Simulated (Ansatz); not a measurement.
**CH10B2Si2: one species, many methods**

One table from this session's results is given with a row withheld; the runs are named, their logs left out.

Program: Ansatz 0.2.0, Gaussian basis. Level of theory: functionals in def2-TZVPP, the program's frozen cores in correlated methods. These are calculated values, not measurements.

Levels to be run: PBE-D4, r2SCAN-D4, PBE0-D4, B3LYP-D4, ωB97X-V, ωB97M-V, B2PLYP; CCSD(T)/def2-TZVPP; MP2/def2-QZVPP; extrapolation to the limit.

### The geometry

The geometry comes from an earlier relaxation with PBE0-D4 in a triple-zeta def2 set; it is a stationary point, not always the lowest conformer.

SMILES `B[SiH2]B[SiH2]C`, 15 atoms, charge 0, spin multiplicity 1.

Atoms are counted from 1 here; the program's logs count them from 0.

Bond lengths: B1–Si2 2.008 Å, B1–H6 1.195 Å, B1–H7 1.196 Å, Si2–B3 2.005 Å, Si2–H8 1.490 Å, Si2–H9 1.493 Å, B3–Si4 2.005 Å, B3–H10 1.197 Å, Si4–C5 1.875 Å, Si4–H11 1.494 Å, Si4–H12 1.498 Å, C5–H13 1.093 Å, C5–H14 1.092 Å, C5–H15 1.092 Å. Angles: Si2–B1–H6 121.5°, Si2–B1–H7 120.3°, H6–B1–H7 118.1°, B1–Si2–B3 99.5°, B1–Si2–H8 112.8°, B1–Si2–H9 110.2°, B3–Si2–H8 113.9°, B3–Si2–H9 111.1°, H8–Si2–H9 109.2°, Si2–B3–Si4 122.7°, Si2–B3–H10 118.4°, Si4–B3–H10 118.9°, B3–Si4–C5 115.1°, B3–Si4–H11 110.6°, B3–Si4–H12 104.4°, C5–Si4–H11 109.7°, C5–Si4–H12 109.9°, H11–Si4–H12 106.7° and more.

The first run:

File in.yaml:

```yaml
crystal:
  periodic: [false, false, false]
  atoms:
    - {symbol: B, position_ang: [-0.611812, 2.183598, 1.169655]}
    - {symbol: Si, position_ang: [-1.745878, 0.735032, 0.365301]}
    - {symbol: B, position_ang: [-0.683514, -0.868096, 0.931920]}
    - {symbol: Si, position_ang: [0.851323, -1.584546, -0.141736]}
    - {symbol: C, position_ang: [1.457004, -0.457623, -1.512567]}
    - {symbol: H, position_ang: [-0.857725, 2.643405, 2.244721]}
    - {symbol: H, position_ang: [0.372316, 2.562651, 0.606072]}
    - {symbol: H, position_ang: [-3.143996, 0.745026, 0.880213]}
    - {symbol: H, position_ang: [-1.770092, 0.864650, -1.121492]}
    - {symbol: H, position_ang: [-0.960112, -1.398058, 1.969500]}
    - {symbol: H, position_ang: [1.991724, -1.950123, 0.751197]}
    - {symbol: H, position_ang: [0.334076, -2.863187, -0.725656]}
    - {symbol: H, position_ang: [1.838503, 0.480812, -1.102704]}
    - {symbol: H, position_ang: [2.261076, -0.928106, -2.082451]}
    - {symbol: H, position_ang: [0.645207, -0.216238, -2.202473]}
basis:
  gaussian: {orbitals: def2-TZVPP}
hamiltonian: {xc: pbe, dispersion: d4}
output: {forces: true, orbitals: {seedname: orbitals}}
```

The run is started by

```console
$ ansatz run in.yaml --threads 4 --pin off --events-out ev --progress --plain --max-ram 10444MiB
```

Steps of the session up to this table: PBE-D4 (GGA); r2SCAN-D4 (meta-GGA); PBE0-D4 (hybrid); B3LYP-D4 (hybrid); ωB97X-V (range-separated); ωB97M-V (range-separated); B2PLYP (double hybrid); CCSD(T) in def2-TZVPP; MP2 in def2-QZVPP.

One table of the session follows, with a row left open; its other results are not shown here.

| method | atomisation energy (kcal/mol) |
| --- | --- |
| PBE-D4 | 1172.0 |
| r2SCAN-D4 | 1175.3 |
| PBE0-D4 | 1168.1 |
| B3LYP-D4 | 1172.7 |
| ωB97X-V | 1175.9 |
| ωB97M-V | ? |
| B2PLYP | 1155.0 |
| HF/def2-TZVPP | 910.8 |
| MP2/def2-TZVPP | 1137.9 |
| CCSD/def2-TZVPP | 1129.4 |
| CCSD(T)/def2-TZVPP | 1139.9 |
| MP2/CBS | 1162.6 |
| CCSD(T)/CBS | 1164.6 |

Q: Estimate the row for ωB97M-V from the others.

As computed: atomisation energy (kcal/mol): 1170.6. In the column «atomisation energy (kcal/mol)» it lies between PBE0-D4 (1168.1) and PBE-D4 (1172.0).
